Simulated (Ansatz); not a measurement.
# GaCo2Si2: relaxing the atoms in a fixed cell

Aim: in GaCo2Si2, a borrowed structure type, volume estimated, relax the atoms in a fixed cell, then read levels, charges and fields where it ends.

Method: DFT, PBE, spin-orbit coupling, plane waves, PAW, in Ansatz 0.2.0.

## Step 1: The structure

The structure is tetragonal, space group I4/mmm (No. 139). The conventional cell has a = 3.705 Å, b = 3.705 Å, c = 9.575 Å, α = 90.00°, β = 90.00°, γ = 90.00°. Around Si (site symmetry 4mm) lie 4 Co at 2.21 Å and 1 Si at 2.39 Å and 4 Ga at 2.88 Å. Ga (site symmetry 4/mmm) is surrounded by 8 Si at 2.88 Å and 8 Co at 3.03 Å. Co (site symmetry -4m2) has 4 Si at 2.21 Å as nearest neighbours.

Coordinates:

```xyz
5
Lattice="0.0000 3.7052 0.0000 3.7052 0.0000 0.0000 1.8526 1.8526 -4.7875" Properties=species:S:1:pos:R:3 pbc="T T T"
Si    1.8526    1.8526   -1.1969
Si    3.7052    3.7052   -3.5906
Ga    0.0000    0.0000    0.0000
Co    1.8526    3.7052   -2.3937
Co    3.7052    1.8526   -2.3937
```

It starts from an earlier solution of the starting cell (checkpoint.read).

## Step 2: The walk to rest

Input file input.yaml:

```yaml
crystal:
  lattice:
    - [0.0, 3.705172, 0.0]
    - [3.705172, 0.0, 0.0]
    - [1.852586, 1.852586, -4.787459]
  atoms:
    - { symbol: Si, position: [0.375, 0.375, 0.25] }
    - { symbol: Si, position: [0.625, 0.625, 0.75] }
    - { symbol: Ga, position: [0.0, 0.0, 0.0] }
    - { symbol: Co, position: [0.75, 0.25, 0.5] }
    - { symbol: Co, position: [0.25, 0.75, 0.5] }
  symmetry: { tolerance: 0.0003 }
kpoints:
  mp_grid: { grid: [5, 5, 5], shift: [0, 0, 0] }
magnetization:
  noncollinear: true
  spin_orbit: true
scf:
  occupations: { method: fermi_dirac }
  lower_state_search: "off"
hamiltonian:
  pseudopotentials: { kind: paw_fr }
  xc: pbe
basis:
  ecutwfc: 420
  fft_grid_basis: typed
relax:
  max_steps: 40
  f_tol: 0.03
output:
  forces: true
  stress: true
  eigenvalues: true
  bader: true
  populations: true
  elf: true
  write_potential: true
  volumetric_format: npy
  dos:
    e_range: [-12, 8]
    de: 0.05
    projected: { site_lists: { Co: [Co], Ga: [Ga], Si: [Si] } }
    method: { smearing: { sigma: 0.1, scheme: gaussian } }
  write_density: true
checkpoint:
  read: saved_state
```

Started as:

```
$ ansatz run input.yaml --threads 2 --pin off --max-ram 3584MiB --backend cpu --events-out ev --progress --plain --runs-dir out
```

Before running it: what results should come out? Wanted: moves; energy gained; largest move; pressure left in the fixed cell; character; Bader charges.

The runs gave:

| quantity | value |
| --- | --- |
| moves | 3 |
| energy gained | 9.4 meV/atom |
| largest move | 0.04 Å (Si) |
| space group (0.01 Å), before / after | I4/mmm / I4/mmm |
| pressure left in the fixed cell | 7.3 GPa |
| character | metal |
| density of states, mean within 0.25 eV of the Fermi level | 3.6 per eV per cell |
| Bader charges | Si +0.23, Ga +0.53, Co -0.49 e |

What this shows: In the fixed cell the largest move of an atom is 0.04 Å; the energy fell by 9.4 meV per atom. The fixed cell still holds a mean pressure of 7.3 GPa, so it would expand if let free. The run held to 16 symmetry operations, so a lower structure without them is not ruled out. The cell is metallic; within 0.25 eV of the Fermi level the density of states averages 3.6 per eV per cell, mostly Co d (59 %) and Si p (14 %). By Bader's partition Ga gives up most (+0.53 e) and Co takes most (-0.49 e).

Keep in mind: started without moments under time reversal, so no moment could form; the k mesh is coarse for a cell without a gap; the SCF threshold is loose for a stress.
